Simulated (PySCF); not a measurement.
The system is SGe (germanium sulfide (GeS)), in a box.

```xyz
2
Lattice="9.0000 0.0000 0.0000 0.0000 9.0000 0.0000 0.0000 0.0000 12.0000" Properties=species:S:1:pos:R:3 pbc="T T T"
S     4.5130    4.5210    5.0280
Ge    4.5130    4.5210    7.0400
```

Base run:

* Program: PySCF 2.14.0
* Functional: AM05
* Dispersion: D4
* Potentials or basis: def2-svp (all-electron)
* k mesh: 1 × 1 × 1
* Occupations: fixed
* Spin: no spin polarisation

Its results: gap between the frontier levels 3.81 eV.

Problem. After a change of settings the same cell gave: gap between the frontier levels 10.41 eV. Which change was it?
A. functional from AM05 to r2SCAN50; dispersion from D4 to none
B. functional from AM05 to N12; dispersion from D4 to D3
C. functional from AM05 to LC-wPBE

Solution. C.

LC-wPBE gives the wider gap, since exact exchange removes part of the self-interaction.

Caveats: this is a molecule in a periodic box at the Γ point, so its band gap is the HOMO-LUMO gap; relativity is left out, which matters for the heavier elements; the basis of atomic orbitals isn't converged, which shifts pressures, moduli and gaps; the D4 parameters stored for this functional may belong to another (some runs).

Runs at the PBE level aren't shown here.
